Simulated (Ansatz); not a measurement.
**C2H9ClSi2: one species, many methods**

The task here is to estimate one member of a computed series from the others.

Program: Ansatz 0.2.0, Gaussian basis. Level of theory: functionals in def2-TZVPP, the program's frozen cores in correlated methods. These are calculated values, not measurements.

Levels to be run: PBE-D4, r2SCAN-D4, PBE0-D4, B3LYP-D4, ωB97X-V, ωB97M-V, B2PLYP; CCSD(T)/def2-TZVPP; MP2/def2-QZVPP; extrapolation to the limit.

## The geometry

All runs share one geometry, relaxed beforehand with PBE0-D4 in a triple-zeta def2 set.

SMILES `CC[SiH]([SiH3])Cl`, 14 atoms, charge 0, spin multiplicity 1.

Atoms are counted from 1 here; the program's logs count them from 0.

Bond lengths: C1–C2 1.525 Å, C1–H6 1.093 Å, C1–H7 1.092 Å, C1–H8 1.093 Å, C2–Si3 1.871 Å, C2–H9 1.095 Å, C2–H10 1.097 Å, Si3–Si4 2.340 Å, Si3–Cl5 2.074 Å, Si3–H11 1.489 Å, Si4–H12 1.490 Å, Si4–H13 1.486 Å, Si4–H14 1.488 Å. Angles: C2–C1–H6 111.4°, C2–C1–H7 111.2°, C2–C1–H8 111.2°, H6–C1–H7 107.5°, H6–C1–H8 107.7°, H7–C1–H8 107.7°, C1–C2–Si3 114.1°, C1–C2–H9 110.7°, C1–C2–H10 110.7°, Si3–C2–H9 108.1°, Si3–C2–H10 106.7°, H9–C2–H10 106.1°, C2–Si3–Si4 113.0°, C2–Si3–Cl5 109.0°, C2–Si3–H11 110.0°, Si4–Si3–Cl5 107.2°, Si4–Si3–H11 111.1°, Cl5–Si3–H11 106.3° and more.

As a file:

```xyz
14

C     0.07105    1.81720   -1.43086
C     0.41504    0.42907   -0.90026
Si   -0.55811   -0.07064    0.61725
Si    0.05535   -2.17111    1.44648
Cl   -0.21171    1.31082    2.12486
H    -0.98405    1.88763   -1.70648
H     0.26631    2.58636   -0.68058
H     0.66206    2.05961   -2.31734
H     1.48086    0.35927   -0.65846
H     0.22492   -0.33653   -1.66277
H    -2.01747   -0.01519    0.32827
H    -0.18522   -3.21940    0.41599
H    -0.73448   -2.49986    2.66186
H     1.50256   -2.16643    1.79074
```

The first run:

in.yaml reads:

```yaml
crystal:
  periodic: [false, false, false]
  atoms:
    - {symbol: C, position_ang: [0.071048, 1.817198, -1.430860]}
    - {symbol: C, position_ang: [0.415040, 0.429072, -0.900264]}
    - {symbol: Si, position_ang: [-0.558114, -0.070643, 0.617253]}
    - {symbol: Si, position_ang: [0.055347, -2.171107, 1.446480]}
    - {symbol: Cl, position_ang: [-0.211707, 1.310821, 2.124864]}
    - {symbol: H, position_ang: [-0.984046, 1.887625, -1.706484]}
    - {symbol: H, position_ang: [0.266305, 2.586359, -0.680580]}
    - {symbol: H, position_ang: [0.662059, 2.059610, -2.317337]}
    - {symbol: H, position_ang: [1.480855, 0.359270, -0.658461]}
    - {symbol: H, position_ang: [0.224915, -0.336534, -1.662766]}
    - {symbol: H, position_ang: [-2.017473, -0.015189, 0.328266]}
    - {symbol: H, position_ang: [-0.185217, -3.219401, 0.415992]}
    - {symbol: H, position_ang: [-0.734478, -2.499855, 2.661859]}
    - {symbol: H, position_ang: [1.502565, -2.166427, 1.790737]}
basis:
  gaussian: {orbitals: def2-TZVPP}
hamiltonian: {xc: pbe, dispersion: d4}
output: {forces: true, orbitals: {seedname: orbitals}}
```

Started as:

```console
$ ansatz run in.yaml --threads 2 --pin off --events-out ev --progress --plain --max-ram 22528MiB --backend cuda --devices 0, --max-vram 18GiB
```

Steps of the session up to this table: PBE-D4 (GGA); r2SCAN-D4 (meta-GGA); PBE0-D4 (hybrid); B3LYP-D4 (hybrid); ωB97X-V (range-separated); ωB97M-V (range-separated); B2PLYP (double hybrid); CCSD(T) in def2-TZVPP; MP2 in def2-QZVPP.

One table of the session follows, with a row left open; its other results are not shown here.

| method | atomisation energy (kJ/mol) |
| --- | --- |
| PBE-D4 | ? |
| r2SCAN-D4 | 4814.6 |
| PBE0-D4 | 4800.0 |
| B3LYP-D4 | 4797.7 |
| ωB97X-V | 4832.3 |
| ωB97M-V | 4815.3 |
| B2PLYP | 4738.4 |
| HF/def2-TZVPP | 3679.3 |
| MP2/def2-TZVPP | 4708.1 |
| CCSD/def2-TZVPP | 4644.1 |
| CCSD(T)/def2-TZVPP | 4694.6 |
| MP2/CBS | 4822.8 |
| CCSD(T)/CBS | 4809.4 |

**Question.** Estimate the row for PBE-D4.

**Answer.** atomisation energy (kJ/mol): 4822.7. In the column «atomisation energy (kJ/mol)» it lies between ωB97M-V (4815.3) and MP2/CBS (4822.8).
